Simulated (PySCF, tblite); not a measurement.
# C₄H₁₀GeNO radical: geometry, infrared bands and EPR parameters

Aim: predict the infrared bands and EPR parameters of C₄H₁₀GeNO radical (`[CH2]CN[C](=O)[GeH2][CH3]`).

Programs: tblite 0.8.0 and PySCF 2.14.0, with density-fitted response routines of our own. Each step states its level of theory. These are calculated values for one molecule in the gas phase, unless marked as measured. Atoms count from 0, in the outputs and in this text.

## (1) The starting structure

17 atoms, charge 0, multiplicity 2; geometry from: force field or distance geometry start.

Bonds of the start (Å): C0–C1 1.51, C1–N2 1.46, N2–C3 1.41, C3–O4 1.28, C3–Ge5 1.93, Ge5–C6 1.95, C0–H7 1.09, C0–H8 1.11, C1–H9 1.12, C1–H10 1.12, N2–H11 1.04, Ge5–H12 1.53, Ge5–H13 1.55, C6–H14 1.10, C6–H15 1.08, C6–H16 1.12.

## (2) Geometry optimisation with GFN2-xTB

What the job is given:

```
{"job": {"kind": "relax", "xc": "GFN2-xTB", "basis": "xTB"}, "charge": 0, "multiplicity": 2}
C     -2.400600    -0.765000     0.876400
C     -2.270500     0.240700    -0.248500
N     -0.847400     0.346500    -0.534600
C     -0.000800     0.792300     0.502400
O     -0.431300     1.065000     1.676100
Ge     1.888100     0.945000     0.132700
C      2.480000    -0.859100    -0.308100
H     -3.353000    -1.293200     0.861000
H     -1.604000    -1.524800     0.758000
H     -2.646300     1.253300     0.031600
H     -2.824400    -0.086600    -1.163800
H     -0.434600     0.134000    -1.459800
H      2.069200     1.827700    -1.098800
H      2.597400     1.502400     1.397000
H      1.866800    -1.262700    -1.126200
H      3.517700    -0.813400    -0.615200
H      2.386600    -1.490200     0.608800
```

Started as:

```bash
> OMP_NUM_THREADS=1 python probes_run.py task.json out
```

The driver reads the jobs from task.json and runs them one after another.

The log of the run:

```text
step      E/eV     max force
  0    -610.69074    4.134
  1    -610.98737    3.187
  2    -611.13246    1.096
  3    -611.23355    0.865
  4    -611.30025    0.764
  5    -611.34421    0.663
  6    -611.39938    0.617
  7    -611.43385    0.480
  8    -611.46179    0.443
  9    -611.48455    0.413
 10    -611.50041    0.306
 11    -611.50933    0.235
 12    -611.51358    0.154
 13    -611.51629    0.139
 14    -611.51848    0.188
 15    -611.52037    0.158
 16    -611.52185    0.087
 17    -611.52295    0.074
 18    -611.52374    0.083
 19    -611.52451    0.067
 20    -611.52534    0.071
 21    -611.52626    0.082
 22    -611.52720    0.081
 23    -611.52808    0.070
 24    -611.52893    0.074
 25    -611.52985    0.081
 26    -611.53084    0.098
 27    -611.53181    0.078
 28    -611.53266    0.061
 29    -611.53339    0.062
 30    -611.53404    0.097
 31    -611.53466    0.091
 32    -611.53524    0.059
 33    -611.53580    0.064
 34    -611.53642    0.084
 35    -611.53714    0.116
 36    -611.53785    0.101
 37    -611.53841    0.067
 38    -611.53887    0.079
 39    -611.53946    0.094
 40    -611.54044    0.150
 41    -611.54193    0.171
 42    -611.54371    0.131
 43    -611.54545    0.115
 44    -611.54716    0.114
 45    -611.54878    0.176
 46    -611.54945    0.287
 47    -611.55191    0.146
 48    -611.55344    0.096
 49    -611.55520    0.094
 50    -611.55682    0.127
 51    -611.55885    0.127
 52    -611.56066    0.104
 53    -611.56172    0.095
 54    -611.56233    0.076
 55    -611.56291    0.062
 56    -611.56348    0.075
 57    -611.56395    0.069
 58    -611.56452    0.051
 59    -611.56560    0.083
 60    -611.56608    0.103
 61    -611.56738    0.130
 62    -611.56824    0.093
 63    -611.56899    0.055
 64    -611.56936    0.076
 65    -611.56999    0.082
 66    -611.57080    0.065
 67    -611.57263    0.089
 68    -611.57363    0.096
 69    -611.57514    0.088
 70    -611.57570    0.165
 71    -611.57637    0.094
 72    -611.57701    0.095
 73    -611.57779    0.038
 74    -611.57805    0.045
 75    -611.57828    0.038
 76    -611.57849    0.034
 77    -611.57872    0.035
 78    -611.57904    0.041
 79    -611.57939    0.040
 80    -611.57976    0.056
 81    -611.58020    0.067
 82    -611.58082    0.067
 83    -611.58170    0.083
 84    -611.58270    0.094
 85    -611.58357    0.077
 86    -611.58423    0.071
 87    -611.58469    0.073
 88    -611.58524    0.073
 89    -611.58599    0.080
 90    -611.58732    0.083
 91    -611.58807    0.063
 92    -611.58920    0.091
 93    -611.59017    0.084
 94    -611.59129    0.088
 95    -611.59207    0.060
 96    -611.59258    0.063
 97    -611.59293    0.059
 98    -611.59337    0.105
 99    -611.59395    0.063
100    -611.59505    0.061
101    -611.59570    0.068
102    -611.59649    0.076
103    -611.59724    0.090
104    -611.59845    0.123
105    -611.60018    0.124
106    -611.60190    0.161
107    -611.60350    0.139
108    -611.60169    0.306
109    -611.60538    0.138
110    -611.60640    0.122
111    -611.60845    0.135
112    -611.61040    0.164
113    -611.61142    0.117
114    -611.61349    0.103
115    -611.61464    0.150
116    -611.61620    0.101
117    -611.61783    0.072
118    -611.61902    0.076
119    -611.62014    0.082
120    -611.62152    0.115
121    -611.62210    0.251
122    -611.62464    0.106
123    -611.62598    0.142
124    -611.62674    0.078
125    -611.62717    0.070
126    -611.62778    0.083
127    -611.62833    0.083
128    -611.62890    0.056
129    -611.62930    0.073
130    -611.62969    0.068
131    -611.63017    0.059
132    -611.63146    0.071
133    -611.63237    0.085
134    -611.63353    0.082
135    -611.63433    0.063
136    -611.63496    0.085
137    -611.63551    0.077
138    -611.63619    0.122
139    -611.63680    0.160
140    -611.63803    0.066
141    -611.63911    0.096
142    -611.64001    0.071
143    -611.64055    0.061
144    -611.64132    0.049
145    -611.64186    0.061
146    -611.64223    0.048
147    -611.64258    0.043
148    -611.64301    0.050
149    -611.64356    0.048
150    -611.64388    0.040
151    -611.64424    0.040
152    -611.64464    0.042
153    -611.64510    0.048
154    -611.64554    0.051
155    -611.64583    0.061
156    -611.64602    0.054
157    -611.64616    0.047
158    -611.64630    0.031
159    -611.64637    0.025
160    -611.64644    0.015
161    -611.64650    0.016
162    -611.64655    0.011
163    -611.64658    0.013
164    -611.64662    0.013
165    -611.64666    0.016
166    -611.64671    0.020
167    -611.64677    0.021
168    -611.64683    0.018
169    -611.64687    0.013
170    -611.64692    0.017
171    -611.64696    0.024
172    -611.64700    0.028
173    -611.64705    0.025
174    -611.64711    0.020
175    -611.64716    0.017
176    -611.64720    0.016
177    -611.64723    0.016
178    -611.64726    0.013
179    -611.64729    0.011
180    -611.64731    0.012
181    -611.64735    0.013
182    -611.64741    0.020
183    -611.64753    0.032
184    -611.64774    0.043
185    -611.64807    0.049
186    -611.64848    0.058
187    -611.64898    0.059
188    -611.64940    0.061
189    -611.64976    0.045
190    -611.64997    0.074
191    -611.65024    0.064
192    -611.65042    0.072
193    -611.65065    0.044
194    -611.65094    0.055
195    -611.65115    0.036
196    -611.65133    0.034
197    -611.65157    0.044
198    -611.65187    0.047
199    -611.65209    0.057
200    -611.65221    0.061
201    -611.65248    0.041
202    -611.65271    0.044
203    -611.65290    0.038
204    -611.65299    0.044
205    -611.65307    0.034
206    -611.65314    0.023
207    -611.65321    0.034
208    -611.65327    0.035
209    -611.65335    0.041
210    -611.65343    0.020
211    -611.65352    0.033
212    -611.65359    0.030
213    -611.65369    0.028
214    -611.65385    0.031
215    -611.65400    0.034
216    -611.65419    0.039
217    -611.65446    0.043
218    -611.65481    0.054
219    -611.65529    0.056
220    -611.65588    0.050
221    -611.65615    0.080
222    -611.65659    0.115
223    -611.65735    0.055
224    -611.65762    0.116
225    -611.65840    0.052
226    -611.65938    0.085
227    -611.66051    0.128
228    -611.66077    0.113
229    -611.66170    0.083
230    -611.66206    0.091
231    -611.66244    0.046
232    -611.66289    0.059
233    -611.66322    0.052
234    -611.66362    0.070
235    -611.66409    0.069
236    -611.66470    0.092
237    -611.66507    0.132
238    -611.66582    0.056
239    -611.66629    0.075
240    -611.66670    0.075
241    -611.66698    0.086
242    -611.66672    0.133
243    -611.66770    0.059
244    -611.66794    0.088
245    -611.66823    0.042
246    -611.66870    0.054
247    -611.66897    0.042
248    -611.66935    0.053
249    -611.66981    0.067
250    -611.67001    0.159
251    -611.67040    0.047
252    -611.67060    0.049
253    -611.67088    0.036
254    -611.67068    0.117
255    -611.67121    0.057
256    -611.67135    0.036
257    -611.67161    0.046
258    -611.67187    0.047
259    -611.67218    0.030
260    -611.67242    0.033
261    -611.67262    0.041
262    -611.67250    0.099
263    -611.67281    0.039
264    -611.67290    0.046
265    -611.67303    0.024
266    -611.67318    0.050
267    -611.67325    0.030
268    -611.67331    0.024
269    -611.67340    0.011
270    -611.67344    0.016
271    -611.67346    0.018
272    -611.67349    0.010
273    -611.67352    0.010
274    -611.67353    0.011
275    -611.67354    0.009
```

Run time: 1.6 s. Hardware: 1 thread of Arm Neoverse V2, shared host.

Along the way: (not every step is listed)

```tsv
step	energy from step 0 (eV)	largest force (eV/Å)
0	0.0000	4.1343
1	-0.2966	3.1865
2	-0.4417	1.0955
3	-0.5428	0.8645
4	-0.6095	0.7642
5	-0.6535	0.6633
6	-0.7086	0.6172
7	-0.7431	0.4805
8	-0.7710	0.4430
34	-0.8457	0.0837
60	-0.8753	0.1027
86	-0.8935	0.0715
112	-0.9197	0.1638
138	-0.9455	0.1219
164	-0.9559	0.0133
190	-0.9592	0.0736
216	-0.9634	0.0390
242	-0.9760	0.1334
268	-0.9826	0.0236
270	-0.9827	0.0162
271	-0.9827	0.0185
272	-0.9828	0.0105
273	-0.9828	0.0100
274	-0.9828	0.0107
275	-0.9828	0.0092
```

Close pairs (by a distance rule), those that changed most:

```tsv
bond	before (Å)	after (Å)	change (Å)
C3–Ge5	1.931	2.005	+0.074
N2–C3	1.411	1.338	-0.073
C3–O4	1.280	1.214	-0.065
C0–C1	1.515	1.462	-0.052
Ge5–H13	1.553	1.505	-0.048
C0–H8	1.107	1.073	-0.034
C6–H16	1.117	1.088	-0.029
N2–H11	1.035	1.010	-0.025
```

The final coordinates are the input of the step that follows.

## (3) Harmonic vibrations with GFN2-xTB

What the job is given:

```
{"job": {"kind": "ir", "xc": "GFN2-xTB", "basis": "xTB"}, "charge": 0, "multiplicity": 2}
C     -3.057852    -0.877731    -0.218088
C     -2.372934     0.280880     0.353934
N     -1.029736     0.442034    -0.223964
C      0.078176     0.516072     0.522321
O      0.069744     0.495579     1.736336
Ge     1.814535     0.673091    -0.467633
C      3.116210    -0.621679     0.235916
H     -3.996162    -0.778877    -0.725229
H     -2.581616    -1.839168    -0.195160
H     -2.170932     0.163725     1.430984
H     -2.945135     1.201989     0.203773
H     -0.948056     0.416487    -1.230035
H      1.577299     0.484200    -1.956817
H      2.350884     2.071503    -0.317676
H      2.809411    -1.639294     0.005732
H      4.105451    -0.456221    -0.182596
H      3.173716    -0.520559     1.317214
```

The log of the run:

```text
mode    cm-1     km/mol
  1      16.0      3.01
  2      66.3      2.45
  3      84.0      2.30
  4      93.1      1.00
  5     115.2      6.83
  6     129.1      2.43
  7     191.3      6.06
  8     278.1     30.29
  9     293.6     13.02
 10     353.9     32.68
 11     400.2     24.14
 12     417.7     58.26
 13     502.9     41.36
 14     547.1     21.65
 15     590.3     50.27
 16     601.7     75.91
 17     648.3    171.60
 18     750.6     28.07
 19     797.7    269.72
 20     821.7     72.74
 21     826.2     62.31
 22     842.5    130.41
 23     970.0      3.16
 24    1070.2     10.91
 25    1128.2      4.93
 26    1169.0     14.73
 27    1192.8     41.63
 28    1290.2      7.25
 29    1317.3      3.89
 30    1358.9     21.85
 31    1395.3      4.75
 32    1433.9      5.44
 33    1447.2      0.84
 34    1450.5      0.34
 35    1702.1    358.43
 36    1854.4    398.90
 37    1981.4    490.30
 38    2844.9      9.21
 39    2936.0     42.73
 40    3010.5     19.30
 41    3012.9      8.67
 42    3016.9     24.07
 43    3136.7     12.24
 44    3183.6     27.50
 45    3409.6      2.76
```

Run time: 0.49 s. Hardware: 1 thread of Arm Neoverse V2, shared host.

Which atoms move in the most intense modes:

```tsv
cm⁻¹	km/mol	atoms
602	75.9	H12 66 %, C3 12 %
648	171.6	H13 46 %, C3 26 %
798	269.7	H15 27 %, H16 12 %, C6 11 %, H12 10 %
822	72.7	H16 24 %, H12 22 %, H14 16 %, C6 12 %
842	130.4	H13 38 %, H12 32 %
1702	358.4	C3 62 %, O4 35 %
1854	398.9	H12 90 %
1981	490.3	H13 90 %
```

## (4) g tensor and hyperfine couplings: B3LYP/def2-TZVP-core+pcH-1

The job, as its differences from that of step 3:

```diff
@@ -1,2 +1,2 @@
-{"job": {"kind": "ir", "xc": "GFN2-xTB", "basis": "xTB"}, "charge": 0, "multiplicity": 2}
+{"job": {"kind": "epr", "basis": "pcH-1"}, "charge": 0, "multiplicity": 2}
 C     -3.057852    -0.877731    -0.218088
```

Method: UKS B3LYP, def2-TZVP-core on Ge, pcH-1 on C H N O, non-relativistic, mean-field spin-orbit, GIAO.

The log of the run:

```text
UKS, coarse grid
  cycle   1  E = -2365.22578185  |g| = 1.46e+00
  cycle   2  E = -2364.01923940  |g| = 1.93e+00
  cycle   3  E = -2365.14190282  |g| = 9.12e-01
  cycle   4  E = -2365.44161683  |g| = 2.43e-01
  cycle   5  E = -2365.45192851  |g| = 1.28e-01
  cycle   6  E = -2365.45801920  |g| = 3.52e-02
  cycle   7  E = -2365.45842104  |g| = 7.44e-03
  cycle   8  E = -2365.45844580  |g| = 1.74e-03
  cycle   9  E = -2365.45844430  |g| = 8.61e-04
UKS, final grid
  cycle   1  E = -2365.45846009  |g| = 9.69e-04
  cycle   2  E = -2365.45845975  |g| = 1.27e-03
  cycle   3  E = -2365.45846056  |g| = 1.45e-04
  cycle   4  E = -2365.45846057  |g| = 7.27e-05
  cycle   5  E = -2365.45846057  |g| = 3.47e-05
  cycle   6  E = -2365.45846057  |g| = 6.00e-06
E = -2365.45846057 Eh   <S^2> = 0.7538 (exact 0.7500)
g shifts (ppm)      1          2          3
  rmc          -148       -148       -148
  gc             15         20         39
  oz_so        -117        300        628
  total        -249        172        520
hyperfine (MHz)  atom isotope    a_iso     a_fc   dipolar eigenvalues
    0   13C      86.56      86.66    -80.01    -79.23    159.24
    1   13C     -28.02     -28.03     -2.18     -0.65      2.83
    2   14N      21.19      21.20     -2.69     -2.50      5.19
    3   13C      -3.12      -3.12     -1.35     -0.52      1.87
    4   17O      -2.39      -2.40     -8.06      3.48      4.58
    5  73Ge      -4.60      -4.64     -0.82      0.39      0.43
    6   13C       0.91       0.91     -0.26     -0.20      0.46
    7    1H     -63.43     -63.45    -38.98      0.00     38.98
    8    1H     -62.03     -62.05    -38.24     -0.62     38.86
    9    1H     121.55     121.55     -6.30     -2.64      8.94
   10    1H       7.36       7.36     -5.32     -4.18      9.50
   11    1H      -2.56      -2.56     -6.57     -1.80      8.37
   12    1H      -0.05      -0.05     -0.74     -0.52      1.26
   13    1H      -0.51      -0.52     -0.43     -0.39      0.82
   14    1H      -0.10      -0.10     -0.47     -0.28      0.75
   15    1H       0.68       0.68     -0.32     -0.21      0.52
   16    1H      -0.14      -0.14     -0.41     -0.25      0.66
```

Wall time 4.6 min (1 thread of Arm Neoverse V2, shared host); peak memory 1.4 GiB.

Principal g values 2.00207, 2.00249, 2.00284; g(iso) = 2.00247, against 2.00232 for a free electron.

Hyperfine couplings; where a row names several nuclei, a(iso) is their mean (it holds for fast rotation or exchange) and the dipolar term the largest among them:

```tsv
nuclei	isotope	a(iso) (MHz)	a(iso) (G, at g = 2.0023)	largest dipolar term (MHz)
C0	13C	86.6	30.9	159.2
H9, H10	1H	64.5	23.0	9.5
H7, H8	1H	-62.7	-22.4	-39.0
C1	13C	-28.0	-10.0	2.8
N2	14N	21.2	7.6	5.2
Ge5	73Ge	-4.6	-1.6	-0.8
C3	13C	-3.1	-1.1	1.9
H11	1H	-2.6	-0.9	8.4
O4	17O	-2.4	-0.9	-8.1
C6	13C	0.9	0.3	0.5
H12, H13	1H	-0.3	-0.1	1.3
H14, H15, H16	1H	0.1	0.1	0.8
```

Mulliken spin populations:

C0 1.06; C1 -0.08; N2 0.03; C3 0.00; O4 0.02; Ge5 0.01; C6 0.00; H7 -0.05; H8 -0.04; H9 0.04; H10 0.00; H11 0.01; H12 0.00; H13 0.00; H14 0.00; H15 0.00; H16 0.00

In first order the couplings over 0.8 MHz of 1H, 14N give 54 distinct lines over 106.8 G, if the averaged nuclei exchange fast; the same motion can average rows kept apart here too.

The fields below are evaluated on a grid from the run's orbitals.

ELF in a plane through or near 7 of the atoms.

Ten even steps from '0' (0.00) to '9' (1.00):
```
0000000000000000000000000000
0000000000000000000000000000
0000000144200000000000000000
0000001899830000000000000000
0000005999950000000000000000
0000006999950002200683000000
0000002999632125510996000000
0000000242416447843993000000
0000110226637664474750000000
0003886662418674484741110000
0007999377336557636857871000
0007999426312225204318871000
0003886586100001005757741000
0000113999400000059984310000
0000002999500000069982100000
0000000575100000025630000000
0000000010000000000000000000
0000000000000000000000000000
0000000000000000000000000000
0000000000000000000000000000
```
The map spans 13.4 Å across and 9.3 Å up, centred on the molecule. Atoms in the plane (x, y in Å): C0 (3.1, -0.7), N2 (1.0, 0.5), Ge5 (-1.8, 0.7), C6 (-3.1, -0.7), H13 (-2.4, 2.0), H14 (-2.8, -1.7), H15 (-4.1, -0.5).

log10 of the density (e/Å³) in the same plane.

Values, 10 rows by 14 columns:
```
-4.0 -4.0 -4.0 -4.0 -4.0 -4.0 -4.0 -4.0 -4.0 -4.0 -4.0 -4.0 -4.0 -4.0
-4.0 -4.0 -4.0 -3.1 -2.4 -2.5 -3.2 -4.0 -4.0 -4.0 -4.0 -4.0 -4.0 -4.0
-4.0 -4.0 -3.5 -2.2 -1.0 -1.2 -2.2 -2.7 -2.8 -2.8 -2.8 -3.6 -4.0 -4.0
-4.0 -4.0 -3.0 -1.8 -0.3 -0.3 -1.1 -1.2 -1.0 -1.3 -1.1 -2.4 -4.0 -4.0
-4.0 -3.3 -2.0 -1.4 -0.4  1.9 -0.2  0.1  0.6 -0.1 -0.5 -1.8 -3.0 -4.0
-4.0 -2.6 -0.8  0.1  0.2 -0.5 -0.7 -0.4 -0.2 -0.1  0.1 -0.7 -2.2 -4.0
-4.0 -2.7 -1.1 -0.2  0.2 -1.1 -1.9 -1.7 -1.5 -0.5  0.1 -0.9 -2.3 -4.0
-4.0 -3.6 -2.3 -1.4 -0.6 -1.7 -3.1 -3.4 -2.3 -1.1 -1.0 -2.0 -3.1 -4.0
-4.0 -4.0 -3.6 -2.8 -2.5 -3.1 -4.0 -4.0 -3.4 -2.7 -2.6 -3.3 -4.0 -4.0
-4.0 -4.0 -4.0 -4.0 -4.0 -4.0 -4.0 -4.0 -4.0 -4.0 -4.0 -4.0 -4.0 -4.0
```
The map spans 13.4 Å across and 9.3 Å up, centred on the molecule. Atoms in the plane (x, y in Å): C0 (3.1, -0.7), N2 (1.0, 0.5), Ge5 (-1.8, 0.7), C6 (-3.1, -0.7), H13 (-2.4, 2.0), H14 (-2.8, -1.7), H15 (-4.1, -0.5).

On the surface of density 0.002 e/bohr³ the electrostatic potential runs, from the 1st to the 99th percentile, from -1.89 V near O4 to 1.85 V near H11.

The spin density lies nearest to C0 63 %; H7, H8 about 10 % each.

## (5) Results

| quantity | value |
| --- | --- |
| strongest single infrared mode (GFN2-xTB) | 1981 cm⁻¹, 490 km/mol |
| zero-point energy (GFN2-xTB) | 78.2 kcal/mol |
| g(iso) (B3LYP) | 2.00247 |
| ⟨S²⟩ | 0.754 (exact 0.75) |
| largest a(iso) (averaged by class) | 13C on C0, 86.6 MHz |
| potential on the surface of density 0.002 e/bohr³, 1st and 99th percentile | -1.89 V and 1.85 V |

In words: The optimisation took 275 steps and gained 0.983 eV; among the close pairs (by a distance rule), C3–Ge5 changed most, from 1.931 to 2.005 Å. All 45 modes are real, so the xTB geometry is a minimum. The strongest single mode, at 1981 cm⁻¹, moves mainly H13. Unscaled tight-binding wavenumbers are off by several per cent, some by more. Its intensities can rank the bands wrongly. C0 carries the largest spin population, 1.06 e. The isotropic g lies 0.1 ppt above the free-electron value. The hyperfine terms hold no scalar relativity, which the heavier nuclei need. These values are for one conformer; the search (at its own cheap level) found 2 more, at 0.04, 0.06 kcal/mol (those within 0.05 may be mirror or relabelled copies), and measured spectra average over such forms.
